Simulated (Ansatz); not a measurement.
# TaRu2: the cost of one run

Method: DFT PBE, scalar-relativistic, plane waves, PAW, in Ansatz 0.2.0.

1 further run of the same task is left out (set aside as unsound or not needed). Runs told in other sessions of the task aren't counted.

## 1. The starting structure

Symmetry: Fd-3m, No. 227, cubic system. Conventional cell: a = 7.204 Å, b = 7.204 Å, c = 7.204 Å, α = 90.00°, β = 90.00°, γ = 90.00°. Ta (site symmetry -43m) is surrounded by 12 Ru at 2.99 Å and 4 Ta at 3.12 Å. Ru (site symmetry -3m) has 6 Ru at 2.55 Å and 6 Ta at 2.99 Å in its first shell of neighbours.

Structure file:

```
CELL_PARAMETERS angstrom
0.00000 3.60189 3.60189
3.60189 0.00000 3.60189
3.60189 3.60189 0.00000
ATOMIC_POSITIONS crystal
Ta 0.00000 0.00000 0.00000
Ta 0.25000 0.25000 0.25000
Ru 0.62500 0.62500 0.62500
Ru 0.12500 0.62500 0.62500
Ru 0.62500 0.62500 0.12500
Ru 0.62500 0.12500 0.62500
```

The cell was relaxed beforehand at this level, from a database cell with other species swapped in; it needn't be the stable form of this composition. At a tolerance of 0.05 Å it has space group Fd-3m (No. 227); it has 15.58 Å³/atom, an uncorrected energy of -0.05 eV/atom over the elements.

## 2. Static run: bands, density of states and charges

The input, input.yaml:

```yaml
crystal:
  lattice:
    - [0.0, 3.6018878585, 3.6018878585]
    - [3.6018878585, 0.0, 3.6018878585]
    - [3.6018878585, 3.6018878585, 0.0]
  atoms:
    - { symbol: Ta, position: [0.0, 0.0, 0.0] }
    - { symbol: Ta, position: [0.25, 0.25, 0.25] }
    - { symbol: Ru, position: [0.625, 0.625, 0.625] }
    - { symbol: Ru, position: [0.125, 0.625, 0.625] }
    - { symbol: Ru, position: [0.625, 0.625, 0.125] }
    - { symbol: Ru, position: [0.625, 0.125, 0.625] }
basis:
  ecutwfc: 420
kpoints:
  mp_grid: { grid: [10, 10, 10] }
  band_path:
    path:
      - [[0.0, 0.0, 0.0], [0.5, 0.0, 0.5], [0.625, 0.25, 0.625]]
      - [[0.375, 0.375, 0.75], [0.0, 0.0, 0.0], [0.5, 0.5, 0.5], [0.5, 0.25, 0.75], [0.5, 0.0, 0.5]]
    npoints: 14
hamiltonian:
  xc: pbe
scf:
  occupations: { method: gaussian, width: 0.1 }
  n_extra_bands: 15
output:
  forces: true
  stress: true
  eigenvalues: true
  populations: true
  dos: { projected: true, de: 0.02, nscf_kmesh: { grid: [12, 12, 12] } }
  bader: true
  write_density: true
  write_potential: true
  elf: true
  volumetric_format: npy
```

Started as:

```bash
$ ansatz run input.yaml --threads 1 --pin off --max-ram 2560MiB --backend cpu --events-out ev --progress --plain --runs-dir out
```

What time and memory should one allow on 1 thread of Intel Xeon at 2.50GHz (Skylake/Cascade Lake), shared host?

About 2.5 min, with a peak of 0.59 GiB.
